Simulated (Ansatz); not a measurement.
Geometry optimisation, DFT LDA, scalar-relativistic, plane waves, PAW in Ansatz.

Input file:

```yaml
crystal:
  lattice:
    - [6.42, 0.0, 0.0]
    - [4.815, 8.339825, 0.0]
    - [0.0, 0.0, 16.21304]
  atoms:
    - { symbol: Mg, position: [0.0, 0.0, 0.0616787] }
    - { symbol: Mg, position: [0.5, 0.0, 0.0616787] }
    - { symbol: Mg, position: [0.0, 0.3333333, 0.0616787] }
    - { symbol: Mg, position: [0.5, 0.3333333, 0.0616787] }
    - { symbol: Mg, position: [0.0, 0.6666667, 0.0616787] }
    - { symbol: Mg, position: [0.5, 0.6666667, 0.0616787] }
    - { symbol: Mg, position: [-0.1666667, 0.2222222, 0.2224456] }
    - { symbol: Mg, position: [0.3333333, 0.2222222, 0.2224456] }
    - { symbol: Mg, position: [-0.1666667, 0.5555556, 0.2224456] }
    - { symbol: Mg, position: [0.3333333, 0.5555556, 0.2224456] }
    - { symbol: Mg, position: [-0.1666667, 0.8888889, 0.2224456] }
    - { symbol: Mg, position: [0.3333333, 0.8888889, 0.2224456] }
    - { symbol: Mg, position: [0.0, 0.0, 0.3832125] }
    - { symbol: Mg, position: [0.5, 0.0, 0.3832125] }
    - { symbol: Mg, position: [0.0, 0.3333333, 0.3832125] }
    - { symbol: Mg, position: [0.5, 0.3333333, 0.3832125] }
    - { symbol: Mg, position: [0.0, 0.6666667, 0.3832125] }
    - { symbol: Mg, position: [0.5, 0.6666667, 0.3832125] }
    - { symbol: Mg, position: [0.1650926, 0.111223, 0.5213729] }
basis:
  ecutwfc: 420.0
kpoints:
  mp_grid: { grid: [2, 2, 1] }
hamiltonian:
  xc: lda
scf:
  occupations: { method: fermi_dirac, width: 0.1 }
  lower_state_search: "off"
relax:
  f_tol: 0.08
  max_steps: 25
  adjacent_minimum: "off"
  constraints: [{ sites: [0, 1, 2, 3, 4, 5] }]
```

Command:

```bash
$ ansatz run input.yaml --threads 2 --pin off --max-ram 5120MiB --backend cpu --events-out ev --progress --plain --runs-dir out
```

**Question.** Where does it end, and by what steps?

**Answer.** The forces met the threshold. The threshold is loose, so the end isn't yet a minimum. Limits of this set-up: coarse k mesh, thin slab, slab without dipole correction. After 2 steps the energy has fallen by 0.102 eV; Mg14 moved furthest, 0.29 Å.

```json
{"step": "0", "energy less start (eV)": "0.0000", "largest force component (eV/Å)": "0.261", "accepted": "yes"}
{"step": "1", "energy less start (eV)": "-0.0955", "largest force component (eV/Å)": "0.094", "accepted": "yes"}
{"step": "2", "energy less start (eV)": "-0.1023", "largest force component (eV/Å)": "0.061", "accepted": "yes"}
```

```xyz
19
Lattice="6.4200 0.0000 0.0000 4.8150 8.3398 0.0000 0.0000 0.0000 16.2130" Properties=species:S:1:pos:R:3
Mg 0.000 0.000 1.000
Mg 3.210 0.000 1.000
Mg 1.605 2.780 1.000
Mg 4.815 2.780 1.000
Mg 3.210 5.560 1.000
Mg 6.420 5.560 1.000
Mg 0.004 1.852 3.509
Mg 3.195 1.867 3.523
Mg 1.592 4.689 3.494
Mg 4.825 4.608 3.568
Mg 3.219 7.363 3.446
Mg 6.405 7.417 3.485
Mg -0.062 -0.053 5.944
Mg 3.257 -0.061 5.936
Mg 1.580 2.900 5.963
Mg 4.817 2.721 6.175
Mg 3.223 5.533 6.057
Mg 6.421 5.606 6.094
Mg 1.597 0.944 8.184
```

The run took 17 s on 2 threads of AMD EPYC 7B13 (Zen 3) (shared host), peak memory 1.3 GiB.
